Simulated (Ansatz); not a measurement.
**AlGa+ (doublet): from Hartree-Fock to the top rungs, aug-cc-pVDZ**

Aim: climb from Hartree-Fock through coupled cluster and multireference methods for AlGa+ (doublet) at one geometry and basis, and see what each rung misses.

The runs use Ansatz 0.2.0, Gaussian basis; aug-cc-pVDZ, core rule «outside noble gas», up to 19 orbitals frozen.

Plan: UHF; CCSD(T) on ROHF; CCSD(T) on UHF; BCCD(T) on ROHF; CISD; CCSDT(Q) on ROHF; CCSDT(Q) on UHF; CASSCF and MRCISD+Q, 5 electrons in 8 orbitals; CASSCF and NEVPT2, 5 electrons in 8 orbitals; Full CI.

15 further runs of the same task are left out: 3 for a known fault of the program, 5 that didn't finish, 7 set aside as unsound or not needed.

### Step 1. The system

The geometry is a PBE0/def2-TZVP stationary point (not a proven minimum). No spin-orbit coupling is included. The filled d shell of Ga may be among the frozen orbitals whatever the setting's name suggests; the logs give the count.

2 atoms, charge 1, spin multiplicity 2.

Atoms are counted from 1 here; the program's logs count them from 0.

No contacts short enough for the rule that draws bonds.

### Step 2. UHF

Input file in.yaml:

```yaml
crystal:
  periodic: [false, false, false]
  atoms:
    - {symbol: Al, position_ang: [0.000000, 0.000000, 0.000000]}
    - {symbol: Ga, position_ang: [0.000000, 0.000000, 3.240300]}
basis:
  gaussian: {orbitals: aug-cc-pVDZ}
total_charge: 1
magnetization: {spin_polarized: true, initial_magnetization: 1}
hamiltonian: {xc: hf}
output: {orbitals: {seedname: orbitals}}
```

Run with:

```
ansatz run in.yaml --threads 1 --pin off --events-out ev --progress --plain --max-ram 2393MiB
```

Further steps of the session: CCSD(T) on ROHF; CCSD(T) on UHF; BCCD(T) on ROHF; CISD; CCSDT(Q) on ROHF; CCSDT(Q) on UHF; CASSCF and MRCISD+Q, 5 electrons in 8 orbitals; CASSCF and NEVPT2, 5 electrons in 8 orbitals; Full CI.

**Question.** What will the summary of the whole plan be? Wanted: FCI below the RHF energy; RMP2 from FCI; UMP2 from FCI; RCCSD from FCI; RCCSD(T) from FCI; UCCSD(T) from FCI; RCCSDT(Q) from FCI; UCCSDT(Q) from FCI; NEVPT2 valence from FCI.

As calculated:

| quantity | value |
| --- | --- |
| FCI below the RHF energy | -2.5925 eV |
| RMP2 from FCI | +824.4 meV |
| UMP2 from FCI | +836.2 meV |
| RCCSD from FCI | +69.9 meV |
| RCCSD(T) from FCI | +19.6 meV |
| UCCSD(T) from FCI | +17.7 meV |
| RCCSDT(Q) from FCI | +0.4 meV |
| UCCSDT(Q) from FCI | -1.3 meV |
| NEVPT2 valence from FCI | +255.5 meV |
| MRCISD+Q valence from FCI | -7.7 meV |
| levels within 1 kcal/mol (43 meV) | RCCSD(T), UCCSD(T), BCCD(T), RCCSDT, UCCSDT, RCCSDT(Q), UCCSDT(Q), MRCISD valence, MRCISD+Q valence |
| T1 diagnostic | 0.030 |
| effectively unpaired electrons | 1.11 |

**Reading.** RCCSD(T) misses by +19.6 meV, 0.8 % of the correlation energy. MRCISD+Q valence falls below full CI: the +Q correction isn't variational, and the cores differ from full CI's. One determinant dominates. Of the multireference levels listed MRCISD+Q valence comes nearest in total energy (-7.7 meV), which doesn't show that its space is the better one. These misses are within one basis, not against nature; the frozen cores of restricted and unrestricted runs differ, which can shift their rows.
